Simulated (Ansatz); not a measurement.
# GeNHO (quintet): wave-function methods side by side, cc-pVDZ

The task here is to estimate one member of a computed series from the others.

Method: cc-pVDZ, core rule «outside noble gas», up to 16 orbitals frozen; program: Ansatz 0.2.0, Gaussian basis.

To be run: UHF; CCSD(T) on ROHF; CCSD(T) on UHF; BCCD(T) on ROHF; CISD as a restricted active space (open shells left free, so some higher excitations enter); CCSDT(Q) on ROHF; CCSDT(Q) on UHF; CASSCF and NEVPT2, 16 electrons in 13 orbitals.

4 further runs of the same task are left out: 4 set aside as unsound or not needed. Runs told in other sessions of the task aren't counted.

### What is computed

The geometry is a PBE0/def2-TZVP stationary point (not a proven minimum) of the parent state, kept for this charge and spin. No spin-orbit coupling is included. The filled d shell of Ge may be among the frozen orbitals whatever the setting's name suggests.

4 atoms, charge 0, spin multiplicity 5.

Atoms are counted from 1 here; the program's logs count them from 0.

Bond lengths: Ge1–N2 1.898 Å, N2–O3 1.262 Å, N2–H4 1.028 Å. Angles: Ge1–N2–O3 125.0°, Ge1–N2–H4 121.4°, O3–N2–H4 113.6°.

As a file:

```
Ge    0.00000   -0.02595    0.70095
N     0.00000    0.45121   -1.13660
O     0.00000   -0.36760   -2.09698
H     0.00000    1.43474   -1.43498
```

Set-up of the first run:

File in.yaml:

```yaml
crystal:
  periodic: [false, false, false]
  atoms:
    - {symbol: Ge, position_ang: [0.000000, -0.025947, 0.700947]}
    - {symbol: N, position_ang: [0.000000, 0.451213, -1.136597]}
    - {symbol: O, position_ang: [0.000000, -0.367597, -2.096981]}
    - {symbol: H, position_ang: [0.000000, 1.434737, -1.434984]}
basis:
  gaussian: {orbitals: cc-pVDZ}
magnetization: {spin_polarized: true, initial_magnetization: 4}
hamiltonian: {xc: hf}
output: {orbitals: {seedname: orbitals}}
```

The run is started by

```console
ansatz run in.yaml --threads 1 --pin off --events-out ev --progress --plain --max-ram 4096MiB --backend cpu
```

Steps of the session up to this table: UHF; CCSD(T) on ROHF; CCSD(T) on UHF; BCCD(T) on ROHF; CISD as a restricted active space (open shells left free, so some higher excitations enter); CCSDT(Q) on ROHF; CCSDT(Q) on UHF; CASSCF and NEVPT2, 16 electrons in 13 orbitals.

One table of the session follows, with a row left open; its other results are not shown here.

It belongs to the step «Misses and costs». 

| method | from RCCSDT(Q) (meV) |
| --- | --- |
| RMP2 | +624.4 |
| UMP2 | +967.9 |
| RCCSD | +502.3 |
| UCCSD | ? |
| RCCSD(T) | +77.9 |
| UCCSD(T) | +66.3 |
| BCCD(T) | +79.0 |
| RCCSDT | +63.2 |
| UCCSDT | +46.0 |
| RCCSDT(Q) | 0 |
| UCCSDT(Q) | -13.0 |
| CASSCF valence | +8370.2 |
| NEVPT2 valence | +1502.2 |

Estimate the missing values for UCCSD.

As computed: from RCCSDT(Q) (meV): +463.4. In the column «from RCCSDT(Q) (meV)» it lies between BCCD(T) (+79.0) and RCCSD (+502.3).

Not comparable, so not listed: CISD as a restricted active space (open shells left free, so some higher excitations enter) (they don't share determinant, frozen orbitals or solution with the rows shown, or repeat one).

To keep in mind: The report flags that the cluster equations may have other roots. Left out of the table: ROHF, UHF (another determinant or state than the rows shown). The program flags RCCSD(T), UCCSD(T), BCCD(T), RCCSDT(Q), UCCSDT(Q) as in doubt, so the zero of the table is itself unsure. Warnings: coupled cluster took another determinant than the lowest. Restricted and unrestricted rows rest on different reference determinants; a gap between their highest levels can come from leftover correlation error, from unlike frozen cores or from another state.
